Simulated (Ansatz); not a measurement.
# SiMo3: the cost of one run

Method: DFT PBE, scalar-relativistic, plane waves, PAW, in Ansatz 0.2.0.

### 1 Starting point

It takes space group Pm-3n (No. 223, cubic). The conventional cell has a = 4.906 Å, b = 4.906 Å, c = 4.906 Å, α = 90.00°, β = 90.00°, γ = 90.00°. Si (site symmetry m-3) is surrounded by 12 Mo at 2.74 Å. Around Mo (site symmetry -4m2) lie 2 Mo at 2.45 Å and 4 Si at 2.74 Å.

As a file:

```xyz
8
Lattice="4.9065 0.0000 0.0000 0.0000 4.9065 0.0000 0.0000 0.0000 4.9065" Properties=species:S:1:pos:R:3 pbc="T T T"
Si    0.0000    0.0000    0.0000
Si    2.4532    2.4532    2.4532
Mo    1.2266    0.0000    2.4532
Mo    2.4532    3.6798    0.0000
Mo    3.6798    0.0000    2.4532
Mo    2.4532    1.2266    0.0000
Mo    0.0000    2.4532    3.6798
Mo    0.0000    2.4532    1.2266
```

It is the result of an earlier relaxation at this level (volume 14.76 Å³/atom; gap on the mesh: none (metal)).

### 2 The cell scaled to 0.97 of its volume

The input, input.yaml:

```yaml
crystal:
  lattice:
    - [4.8568899921, 0.0, 0.0]
    - [0.0, 4.8568899921, 0.0]
    - [0.0, 0.0, 4.8568899921]
  atoms:
    - { symbol: Si, position: [0.0, 0.0, 0.0] }
    - { symbol: Si, position: [0.5, 0.5, 0.5] }
    - { symbol: Mo, position: [0.25, 0.0, 0.5] }
    - { symbol: Mo, position: [0.5, 0.75, 0.0] }
    - { symbol: Mo, position: [0.75, 0.0, 0.5] }
    - { symbol: Mo, position: [0.5, 0.25, 0.0] }
    - { symbol: Mo, position: [0.0, 0.5, 0.75] }
    - { symbol: Mo, position: [0.0, 0.5, 0.25] }
basis:
  ecutwfc: 420
kpoints:
  mp_grid: { grid: [8, 8, 8] }
hamiltonian:
  xc: pbe
scf:
  occupations: { method: gaussian, width: 0.1 }
output:
  forces: true
  stress: true
  eigenvalues: true
```

Command:

```console
ansatz run input.yaml --threads 2 --pin off --max-ram 5120MiB --backend cpu --events-out ev --progress --plain --runs-dir out
```

What time and memory should one allow on 2 threads of an Arm CPU, shared host?

About 6 s, with a peak of 0.48 GiB.
